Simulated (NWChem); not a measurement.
**IF (iodine monofluoride): M05/STO-3G (esp resp), part 1 of 2**

What is the vertical electron affinity of IF (iodine monofluoride) at M05/STO-3G (esp resp)? 

The calculation is run with NWChem 7.3.0.

## 1. Starting point

IF: 2 atoms, total charge 0, spin state singlet. SMILES: `FI`. The bond length is the measured one.

Bond lengths: F1–I2 1.910 Å.

## 2. A single-point energy at M05/STO-3G (esp resp)

sp.nw

```
start sp
title "iodine monofluoride"
memory total 2200 mb
geometry units angstrom noautosym nocenter noautoz
 F      0.000000     0.000000     0.000000
 I      0.000000     0.000000     1.909759
end
basis cartesian
 F library STO-3G
 I library STO-3G
end
dft
 xc m05
 grid fine
 maxiter 200
 mulliken
 print low
end
esp
 restrain
 recalculate
end
task dft energy
task esp
```

Run with:

```console
$ nwchem sp.nw > sp.out
```

Log:

```text
Northwest Computational Chemistry Package (NWChem) 7.3.0
             --------------------------------------------------------

           Job information
           ---------------

    nwchem branch   = 7.3.0
    use scalapack   = T
    input           = sp.nw
    prefix          = sp.
    data base       = ./sp.db
    status          = startup
    nproc           =        1

           Memory information
           ------------------

    heap     =     72089600 doubles =      550.0 Mbytes
    stack    =     72089597 doubles =      550.0 Mbytes
    global   =    144179200 doubles =     1100.0 Mbytes (distinct from heap & stack)
    total    =    288358397 doubles =     2200.0 Mbytes
    verify   = yes
    hardfail = no

           Directory information
           ---------------------

  0 permanent = .
  0 scratch   = .

                                NWChem Input Module
                                -------------------

                                iodine monofluoride
                                -------------------

 Scaling coordinates for geometry "geometry" by  1.889725989
 (inverse scale =  0.529177249)

                             Geometry "geometry" -> ""
                             -------------------------

 Output coordinates in angstroms (scale by  1.889725989 to convert to a.u.)

  No.       Tag          Charge          X              Y              Z
 ---- ---------------- ---------- -------------- -------------- --------------
    1 F                    9.0000     0.00000000     0.00000000     0.00000000
    2 I                   53.0000     0.00000000     0.00000000     1.90975900

      Atomic Mass
      -----------

      F                 18.998400
      I                126.900400

 Effective nuclear repulsion energy (a.u.)     132.1724614325

            Nuclear Dipole moment (a.u.)
            ----------------------------
        X                 Y               Z
 ---------------- ---------------- ----------------
     0.0000000000     0.0000000000   191.2728243539

            XYZ format geometry
            -------------------
     2
 geometry
 F                     0.00000000     0.00000000     0.00000000
 I                     0.00000000     0.00000000     1.90975900

 ==============================================================================
                                internuclear distances
 ------------------------------------------------------------------------------
       center one      |      center two      | atomic units |  angstroms
 ------------------------------------------------------------------------------
    2 I                |   1 F                |     3.60892  |     1.90976
 ------------------------------------------------------------------------------
                         number of included internuclear distances:          1
 ==============================================================================

                      Basis "ao basis" -> "" (cartesian)
                      -----
  [basis functions not shown]

 Summary of "ao basis" -> "" (cartesian)
 ------------------------------------------------------------------------------
       Tag                 Description            Shells   Functions and Types
 ---------------- ------------------------------  ------  ---------------------
 F                           STO-3G                  3        5   2s1p
 I                           STO-3G                 11       29   5s4p2d

                                 NWChem DFT Module
                                 -----------------

                                iodine monofluoride

  Caching 1-el integrals
   Time after variat. SCF:      0.3

     ---------------------------------------------
      Total Density - Mulliken Population Analysis
     ---------------------------------------------

    Atom       Charge   Shell Charges
 -----------   ------   -------------------------------------------------------
    1 F    9     9.36   2.00  1.95  5.41
    2 I   53    52.64   2.00  1.97  6.00  2.39  6.00  2.85  6.00  1.91  4.74  9.63  9.15
   Time prior to 1st pass:      0.3

           Memory utilization after 1st SCF pass:
           Heap Space remaining (MW):       37.61            37611936
          Stack Space remaining (MW):       72.09            72089300

   convergence    iter        energy       DeltaE   RMS-Dens  Diis-err    time
 ---------------- ----- ----------------- --------- --------- ---------  ------
 d= 0,ls=0.0,diis     1  -6955.4764062720 -7.09D+03  5.02D-02  6.57D-01     0.6
 d= 0,ls=0.0,diis     2  -6955.4783882668 -1.98D-03  2.21D-02  8.47D-02     0.9
 d= 0,ls=0.0,diis     3  -6955.4896346647 -1.12D-02  9.59D-03  4.34D-02     1.2
 d= 0,ls=0.0,diis     4  -6955.5021022065 -1.25D-02  2.63D-04  3.92D-05     1.5
 d= 0,ls=0.0,diis     5  -6955.5021110107 -8.80D-06  2.47D-05  2.98D-07     1.8
 d= 0,ls=0.0,diis     6  -6955.5021110917 -8.10D-08  7.03D-07  9.63D-11     2.1

         Total DFT energy =    -6955.502111091652
      One electron energy =    -9842.348485546316
           Coulomb energy =     2941.756758821112
    Exchange-Corr. energy =     -187.082845798942
 Nuclear repulsion energy =      132.172461432493

 Numeric. integr. density =       62.000000652376

     Total iterative time =      1.9s

     ---------------------------------------------
      Total Density - Mulliken Population Analysis
     ---------------------------------------------

    Atom       Charge   Shell Charges
 -----------   ------   -------------------------------------------------------
    1 F    9     9.17   2.00  1.99  5.18
    2 I   53    52.83   2.00  1.97  6.00  2.38  6.00  3.14  6.00  1.93  4.91  9.64  8.86

     -------------------------------------------
      Total Density - Lowdin Population Analysis
     -------------------------------------------

    Atom       Charge   Shell Charges
 -----------   ------   -------------------------------------------------------
    1 F    9     9.15   2.00  1.96  5.19
    2 I   53    52.85   2.00  1.99  6.00  0.84  6.00  0.80  5.97  1.93  4.95 11.17 11.20

 Task  times  cpu:        2.1s     wall:        2.1s

                                NWChem Input Module
                                -------------------

                     NWChem Electrostatic Potential Fit Module
                     -----------------------------------------

 Atom parameters

 Number of atoms is                                    2
 Number of basis functions is                         34

 Grid parameters

 Maximum number of grid points is                    990
 Number of grid points is                            989
 Grid range                                     0.300000 nm
 Grid spacing                                   0.050000 nm
 Probe radius                                   0.070000 nm
 Atom radius factor                             1.000000

 Restraint parameters

 Hyperbolic restraint to zero charge
    with scaling                 0.001000
         tightness               0.100000
         maximum iterations     25
         tolerance               0.000100

 Atomic radii

    9    0.128000
   53    0.203000
 FASTESP  F
  using M.O. file = ./sp.movecs

    Atom              Coordinates                           Charge

                                                  ESP         RESP        RESP2
                                                                         constr

    1 F     0.000000    0.000000    0.000000   -0.002203   -0.002195   -0.002195
    2 I     0.000000    0.000000    0.190976    0.002203    0.002195    0.002195
                                            ------------------------------------
                                                0.000000   -0.000000   -0.000000

 Dipole moment                                  0.007950    0.007922    0.007922

 Quadrupole moment Qxx                         -0.000000    0.000000   -0.000000
                   Qyy                         -0.000000    0.000000   -0.000000
                   Qzz                          0.000000   -0.000000    0.000000

 RMS deviation kJ/mol                           0.453298    0.453298    0.453298

 RRMS %                                        99.952191   99.952192   99.952192

 Task  times  cpu:        0.3s     wall:        0.3s
 Total times  cpu:        2.5s     wall:        2.5s
```

It took 3 s on 1 thread of Intel Xeon Platinum 8259CL at 2.50GHz (Skylake/Cascade Lake), shared host; peak memory 0.11 GiB.

(Continued in part 2 of 2.)
